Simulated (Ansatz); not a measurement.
# MnAu2: the cost of one run

Computed with Ansatz 0.2.0 (DFT PBEsol, scalar-relativistic, plane waves, PAW, unless a step's input says otherwise).

### 1 The system as given

It takes space group I4/mmm (No. 139, tetragonal). The conventional cell has a = 3.388 Å, b = 3.388 Å, c = 8.755 Å, α = 90.00°, β = 90.00°, γ = 90.00°. Around Mn (site symmetry 4/mmm) lie 10 Au at 2.78 to 2.97 Å. Au (site symmetry 4mm) is surrounded by 5 Mn at 2.78 to 2.97 Å and 5 Au at 2.81 to 2.86 Å.

Coordinates:

```xyz
3
Lattice="-1.6941 1.6941 4.3777 1.6941 -1.6941 4.3777 1.6941 1.6941 -4.3777" Properties=species:S:1:pos:R:3 pbc="T T T"
Mn    0.0000    0.0000    0.0000
Au    0.0000    0.0000    5.7814
Au    0.0000    0.0000    2.9739
```

Source of the structure: the Materials Project (structure only).

(A quick probe on a coarse mesh, which set the mesh and smearing, is not shown.)

### 3 Full relaxation

input.yaml

```yaml
crystal:
  lattice:
    - [-1.6941179184, 1.6941179184, 4.3776572986]
    - [1.6941179184, -1.6941179184, 4.3776572986]
    - [1.6941179184, 1.6941179184, -4.3776572986]
  atoms:
    - { symbol: Mn, position: [0.0, 0.0, 0.0], spin: 4.25 }
    - { symbol: Au, position: [0.66032778, 0.66032778, 0.0] }
    - { symbol: Au, position: [0.33967222, 0.33967222, 0.0] }
basis:
  ecutwfc: 420
kpoints:
  mp_grid: { grid: [18, 18, 18] }
hamiltonian:
  xc: pbesol
scf:
  occupations: { method: gaussian, width: 0.1 }
output:
  forces: true
  stress: true
  eigenvalues: true
  populations: true
magnetization:
  spin_polarized: true
relax:
  adjacent_minimum: "off"
  f_tol: 0.005
  max_steps: 80
  cell: { stress_tol: 0.05 }
```

Run with:

```sh
> ansatz run input.yaml --threads 1 --pin off --max-ram 1331MiB --backend cpu --events-out ev --progress --plain --runs-dir out
```

Q: Estimate wall time and peak memory on 1 thread of an x86-64 CPU, shared host.

About 3.3 min, with a peak of 1.2 GiB.
